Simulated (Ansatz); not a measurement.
# ZnBr: the cost of one run

Computed with Ansatz 0.2.0 (DFT PBE, scalar-relativistic, plane waves, PAW, unless a step's input says otherwise).

**1. Starting point**

The structure is trigonal, space group R-3m (No. 166). The conventional cell has a = 3.151 Å, b = 3.151 Å, c = 15.513 Å, α = 90.00°, β = 90.00°, γ = 120.00°. Zn (site symmetry -3m) is surrounded by 6 Zn at 3.15 Å and 6 Br at 3.16 Å. Br (site symmetry -3m) has 6 Br at 3.15 Å and 6 Zn at 3.16 Å as nearest neighbours.

Structure file:

```
CELL_PARAMETERS angstrom
1.57540 0.90956 5.17088
-1.57540 0.90956 5.17088
0.00000 -1.81912 5.17088
ATOMIC_POSITIONS crystal
Zn 0.00000 0.00000 0.00000
Br 0.50000 0.50000 0.50000
```

A structure generator made this guess: species swapped into a database cell of AgPd (R-3m, No. 166), with Zn on the Ag sites and Br on the Pd sites. The dimensions are guesses.

**2. The guess as it stands, on a coarse mesh**

input.yaml

```yaml
crystal:
  lattice:
    - [1.57540443, 0.90956017, 5.17087815]
    - [-1.57540443, 0.90956017, 5.17087815]
    - [0.0, -1.81912035, 5.17087815]
  atoms:
    - { symbol: Zn, position: [0.0, 0.0, 0.0] }
    - { symbol: Br, position: [0.5, 0.5, 0.5] }
basis:
  ecutwfc: 420
kpoints:
  mp_grid: { grid: [6, 6, 6] }
hamiltonian:
  xc: pbe
scf:
  occupations: { method: gaussian, width: 0.1 }
  lower_state_search: "off"
output:
  forces: true
  stress: true
  eigenvalues: true
```

Launch:

```
ansatz run input.yaml --threads 1 --pin off --max-ram 2048MiB --backend cpu --events-out ev --progress --plain --runs-dir out
```

Q: Estimate wall time and peak memory on 1 thread of Arm Neoverse V2, shared host.

About 1.1 s, with a peak of 0.29 GiB.
